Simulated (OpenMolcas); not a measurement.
# One shape, several levels: C2H2AlCl (SMILES Cl[C]1=[CH][AlH]1)

Aim: a comparison of 6 runs (HF/STO-3G, B3LYP/6-31G*, r2SCAN/6-31G**, SVWN5/def2-TZVP, ACPF/6-31G) of C2H2AlCl. 

The results are computed with OpenMolcas 26.06.

8 further runs of the same task are left out: 8 set aside as unsound or not needed.

## 1. Starting point

The species is C2H2AlCl (6 atoms), meant as a singlet with charge 0. SMILES: `Cl[C]1=[CH][AlH]1`. The shape comes from GFN2-xTB, which is rough for such elements, and wasn't checked as a minimum.

Bond lengths: Cl1–C2 1.739 Å, C2–C3 1.387 Å, C2–Al4 1.950 Å, C3–Al4 1.932 Å, C3–H5 1.086 Å, Al4–H6 1.558 Å. Angles: Cl1–C2–C3 122.2°, Cl1–C2–Al4 169.4°, C3–C2–Al4 68.4°, C2–C3–Al4 69.7°, C2–Al4–C3 41.9°, C2–C3–H5 126.9°, Al4–C3–H5 163.4°, C2–Al4–H6 157.7°, C3–Al4–H6 160.4°.

## 2. Energy and gradient at HF/STO-3G (run 1)

File job.input:

```
* C2H2AlCl Hartree-Fock
>>> EXPORT MOLCAS_PRINT=2

&GATEWAY
 BasLib=$CurrDir
 Coord
 6
 bohr
 Cl    -0.99165268    -4.62383857     0.24668485
 C     -0.69010908    -1.35939339     0.01719651
 C      1.61622606    -0.14720967     0.30303648
 Al    -1.01527426     2.28876069    -0.38760173
 H      3.42979622    -1.02648033     0.69196102
 H     -2.34898626     4.86818016    -0.87129602
 Basis=STO-3G
 Group=NoSym

&SEWARD

&SCF
 Thresholds=1e-10 1e-07 1e-07 1e-05
 PrOrbitals=1

&ALASKA
```

The basis set STO-3G is read from a file made from the Basis Set Exchange's data (not shown).

The run is started by

```bash
$ export MOLCAS_MEM=1860
$ pymolcas job.input > job.log
```

What it wrote:

```text
--- Start Module: gateway ---
[...]
--- Stop Module: gateway /rc=_RC_ALL_IS_WELL_ ---
[...]
      Basis functions           30
[...]
--- Start Module: scf ---
[...]
       Convergence after  13 Iterations
[...]
::    Total SCF energy                               -769.4405673446
[...]
      Total spin, S                                     0.0000000000
[...]
      Total electronic charge=   44.000000
      Total            charge=   -0.000000
[...]
      Dipole Moment (debye):
      Origin of the operator (angstrom)=   -0.3000   -0.6867    0.0110
                   X= -6.8401E-01               Y=  5.4825E+00               Z= -6.2474E-01           Total=  5.5602E+00
      Quadrupole Moment (debye*angstrom):
[...]
--- Stop Module: scf /rc=_RC_ALL_IS_WELL_ ---
--- Start Module: alaska ---
[...]
 *              Molecular gradients               *
 **************************************************
  Irreducible representation: a
 ------------------------------------------------------------------------------------------
                              X                       Y                       Z
 ------------------------------------------------------------------------------------------
  CL1               1.46523349768106E-02    4.45594119318535E-02   -1.54721414776104E-03
  C2               -5.35250630188191E-02   -1.32070259165376E-01    3.42238381103044E-03
  C3                9.90503790212838E-02   -2.29369245806517E-02    1.92632522266811E-02
  AL4              -3.92553500634110E-02    8.00965631240658E-02   -1.44398984865695E-02
  H5               -3.32971673960447E-03   -6.73347413380099E-03    4.29574006174382E-05
  H6               -1.75925841762585E-02    3.70846828239904E-02   -6.74148080400316E-03
 ------------------------------------------------------------------------------------------
--- Stop Module: alaska /rc=_RC_ALL_IS_WELL_ ---
[...]
```

Wall time 1.7 s (1 thread of Arm Neoverse V2, shared host); peak memory 0.37 GiB.

## 3. Energy and gradient at B3LYP/6-31G(d) (spherical functions) (run 2)

File test.input:

```
* C2H2AlCl Kohn-Sham DFT
>>> EXPORT MOLCAS_PRINT=2

&GATEWAY
 BasLib=$CurrDir
 BasisSet
 Cl.6-31Gs....
 Cl1 -0.524760 -2.446830 0.130540 angstrom
 End of Basis
 BasisSet
 C.6-31Gs....
 C2 -0.365190 -0.719360 0.009100 angstrom
 C3 0.855270 -0.077900 0.160360 angstrom
 End of Basis
 BasisSet
 Al.6-31Gs....
 Al4 -0.537260 1.211160 -0.205110 angstrom
 End of Basis
 BasisSet
 H.6-31Gs....
 H5 1.814970 -0.543190 0.366170 angstrom
 H6 -1.243030 2.576130 -0.461070 angstrom
 End of Basis

&SEWARD
 GridInput
 Grid=UltraFine
 End of Grid

&SCF
 KSDFT=B3LYP
 Thresholds=1e-10 1e-07 1e-07 1e-05
 PrOrbitals=0

&ALASKA
```

The basis set 6-31G* is read from a file made from the Basis Set Exchange's data (not shown).

The run is started by

```bash
$ export MOLCAS_MEM=1860
$ pymolcas test.input > test.log
```

What it wrote:

```text
--- Start Module: gateway ---
[...]
--- Stop Module: gateway /rc=_RC_ALL_IS_WELL_ ---
[...]
      Basis functions           68
[...]
--- Start Module: scf ---
[...]
       Convergence after  17 Iterations
[...]
::    Total KS-DFT energy                            -779.9548919890
[...]
      Total spin, S                                     0.0000000000
[...]
      Total electronic charge=   44.000000
      Total            charge=   -0.000000
[...]
      Dipole Moment (debye):
      Origin of the operator (angstrom)=   -0.3000   -0.6867    0.0110
                   X=  5.9135E-02               Y=  2.7208E+00               Z= -2.4960E-01           Total=  2.7329E+00
      Quadrupole Moment (debye*angstrom):
[...]
--- Stop Module: scf /rc=_RC_ALL_IS_WELL_ ---
[...]
--- Start Module: alaska ---
[...]
 *              Molecular gradients               *
 **************************************************
  Irreducible representation: a
 ------------------------------------------------------------------------------------------
                              X                       Y                       Z
 ------------------------------------------------------------------------------------------
  CL1               7.51852783085249E-03    7.21750208674266E-03    4.63564604149314E-04
  C2               -2.21607984262073E-02   -3.03787231473938E-02   -5.38965715467299E-04
  C3                3.16024047681704E-02   -7.83383872500920E-03    6.15198700113595E-03
  AL4              -1.54654010587896E-02    3.56345801644053E-02   -6.22362248885899E-03
  H5               -3.41107275027497E-03   -1.33640296509352E-03   -4.86932058638923E-04
  H6                1.91633963622095E-03   -3.30311741361466E-03    6.33968657686834E-04
 ------------------------------------------------------------------------------------------
--- Stop Module: alaska /rc=_RC_ALL_IS_WELL_ ---
[...]
```

Wall time 18 s (1 thread of Arm Neoverse V2, shared host); peak memory 0.41 GiB.

Runs 3 to 5 aren't shown in full; the table further down has their settings and results.

## 4. A single-point energy at ACPF/6-31G (run 6)

File mol.inp:

```
&gateway
  coord
  6
  bohr
  Cl    -0.99165268    -4.62383857     0.24668485
  C     -0.69010908    -1.35939339     0.01719651
  C      1.61622606    -0.14720967     0.30303648
  Al    -1.01527426     2.28876069    -0.38760173
  H      3.42979622    -1.02648033     0.69196102
  H     -2.34898626     4.86818016    -0.87129602
  basis
  6-31G
  group
  NoSym

&seward

&scf
  prorbitals
  1 2

&motra
  frozen
  12

&guga
  electrons
  20
  spin
  1
  inactive
  10
  active
  0
  ciall
  1

&cpf
  acpf
```

The run is started by

```bash
$ export MOLCAS_MEM=1860
$ pymolcas mol.inp > mol.log
```

What it wrote:

```text
--- Start Module: gateway ---
[...]
--- Stop Module: gateway /rc=_RC_ALL_IS_WELL_ ---
[...]
      Basis functions           48
[...]
       Convergence after  12 Iterations
[...]
::    Total SCF energy                               -778.1193470959
[...]
      Total spin, S                                     0.0000000000
[...]
      *** WARNING: Default frozen orbitals is overwritten by user input.
      *** Default values:   9
[...]
--- Start Module: guga ---
[...]
--- Stop Module: guga /rc=_RC_ALL_IS_WELL_ ---
--- Start Module: cpf ---
[...]
      Active orbitals                            0       0
[...]
      Spin quantum number                      0.0
[...]
     FINAL ACPF ENERGY        -778.40646386
     FINAL CORRELATION ENERGY   -0.28711677  REFERENCE ENERGY    -778.11934710
[...]
      Title:  ACPF natural orbitals
[...]
      Total electronic charge=   44.000000
      Total            charge=    0.000000
[...]
      Dipole Moment (debye):
      Origin of the operator (angstrom)=   -0.3000   -0.6867    0.0110
                   X=  1.8817E-01               Y=  2.6867E+00               Z= -2.2701E-01           Total=  2.7029E+00
      Quadrupole Moment (debye*angstrom):
[...]
--- Stop Module: cpf /rc=_RC_ALL_IS_WELL_ ---
[...]
```

Wall time 2.6 s (1 thread of Arm Neoverse V2, shared host); peak memory 0.38 GiB.

## 5. The series

```
run                                 level  integration grid  Cartesian functions  energy (Eh)  dipole moment (D) of the reference  HOMO energy (eV)  LUMO energy (eV)  wall time
  1                             HF/STO-3G                 –                   no  -769.440567                                5.56             -6.77              8.11      1.7 s
  2    B3LYP/6-31G* (spherical functions)         UltraFine                   no  -779.954892                                2.73             -6.83             -1.28       18 s
  3    B3LYP/6-31G* (Cartesian functions)         UltraFine                  yes  -779.961319                                2.74             -6.83             -1.28       18 s
  4  r2SCAN/6-31G** (spherical functions)         UltraFine                   no  -779.821889                                2.76             -6.15             -1.52       23 s
  5                       SVWN5/def2-TZVP         UltraFine                   no  -776.770388                                2.64             -6.07             -2.21       65 s
  6                            ACPF/6-31G                 –                   no  -778.406464                                3.83             -9.76              1.44      2.6 s
```

## 6. Results

| quantity | value |
| --- | --- |
| run 6: total energy | -778.40646 Eh |
| run 6: dipole moment (mean-field density) | 3.83 D |
| run 6: HOMO energy (Hartree–Fock orbitals) | -9.76 eV |
| run 6: LUMO energy (Hartree–Fock orbitals) | 1.44 eV |
| run 6: HOMO–LUMO gap (Hartree–Fock orbitals) | 11.20 eV |
| run 6: correlation energy (12 core orbitals frozen) | -287.1 mEh |

What this shows: Over runs 1, 2, 3, 4, 5 the dipole moment (its size) runs from 2.64 D (SVWN5/def2-TZVP) to 5.56 D (HF/STO-3G). The two ends differ in method and basis. Over runs 1, 2, 3, 4, 5 the HOMO–LUMO gap runs from 3.86 eV (SVWN5/def2-TZVP) to 14.88 eV (HF/STO-3G). Totals of different functionals can't be ranked against each other. In run 1 the basis is minimal, so the values are rough. All runs together took 2.1 min, the longest 65 s.
